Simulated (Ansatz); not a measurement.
**Ti: a line through a two-coordinate scan**

Aim: follow the energy of Ti (P6_3/mmc, No. 194; 2 atoms in the cell) along one coordinate, lattice constant a (and b), with the other held at lattice constant c = 4.824 Å.

Method: DFT r2SCAN, scalar-relativistic, plane waves, PAW, in Ansatz 0.2.0.

## Step 1: Starting point

Symmetry: P6_3/mmc, No. 194, hexagonal system. The conventional cell has a = 2.935 Å, b = 2.935 Å, c = 4.638 Å, α = 90.00°, β = 90.00°, γ = 120.00°. Ti (site symmetry -6m2) is surrounded by 12 Ti at 2.87 to 2.94 Å.

Coordinates:

```xyz
2
Lattice="2.9351 0.0000 0.0000 -1.4675 2.5419 0.0000 0.0000 0.0000 4.6384" Properties=species:S:1:pos:R:3 pbc="T T T"
Ti    0.0000    1.6946    1.1596
Ti    1.4675    0.8473    3.4788
```

This cell was relaxed beforehand with the same method: volume 17.30 Å³/atom, gap on the mesh none (metal).

## Step 2: What is varied

The energy is mapped over the lattice constants a and c of the conventional cell.

First coordinate, lattice constant a (and b): 7 values from 2.730 to 3.140 Å. Second coordinate, lattice constant c: 7 values from 4.082 to 5.195 Å.

Nothing else is relaxed (symmetry fixes all fractional coordinates). Energies count from the relaxed crystal. Points are written as (first, second).

## Step 3: The run at (2.730 Å, 4.824 Å)

File input.yaml:

```yaml
crystal:
  lattice:
    - [2.7296, 0.0, 0.0]
    - [-1.3648, 2.3639029422, 0.0]
    - [0.0, 0.0, 4.824]
  atoms:
    - { symbol: Ti, position: [0.3333333333, 0.6666666667, 0.25] }
    - { symbol: Ti, position: [0.6666666667, 0.3333333333, 0.75] }
basis:
  ecutwfc: 520.0
kpoints:
  mp_grid: { grid: [18, 18, 10] }
hamiltonian:
  xc: r2scan
scf:
  occupations: { method: cold, width: 0.05 }
output:
  forces: true
  stress: true
  eigenvalues: true
```

Started as:

```console
$ ansatz run input.yaml --threads 1 --pin off --max-ram 2048MiB --backend cpu --events-out ev --progress --plain --runs-dir out
```

The session goes on with these runs: the other points of the line.

**Question.** What will these runs give? Wanted: for each run, lattice constant a; energy; slope; pressure.

As calculated:

| lattice constant a (and b) (Å) | step | energy (meV/atom) | slope (meV/atom per Å) | pressure (GPa) |
| --- | --- | --- | --- | --- |
| 2.730 | 3 | 131 | −1406 | 14.6 |
| 2.798 | 4 | 55 | −809 | 7.2 |
| 2.867 | 5 | 18 | −273 | 1.0 |
| 2.935 | 6 | 16 | 205 | −4.3 |
| 3.004 | – | 45 | 630 | −8.6 |
| 3.072 | 7 | 101 | 994 | −12.2 |
| 3.140 | 8 | 180 | 1295 | −15.0 |

Energies count from the relaxed crystal. Rows without a step come from runs not printed here or follow by symmetry. Slopes come from the forces and the stress, not from differences of energies.

In words: The lowest point of the line is at 2.935 Å, 16 meV/atom from the zero. Energies and slopes round the minimum, fitted together, put the minimum at 2.9050 Å, with a curvature of about 6900 meV/atom per Å². The highest point, at 3.140 Å, lies 164 meV/atom above the lowest. This is one cut through a surface in two coordinates; the map's lowest point lies off it.
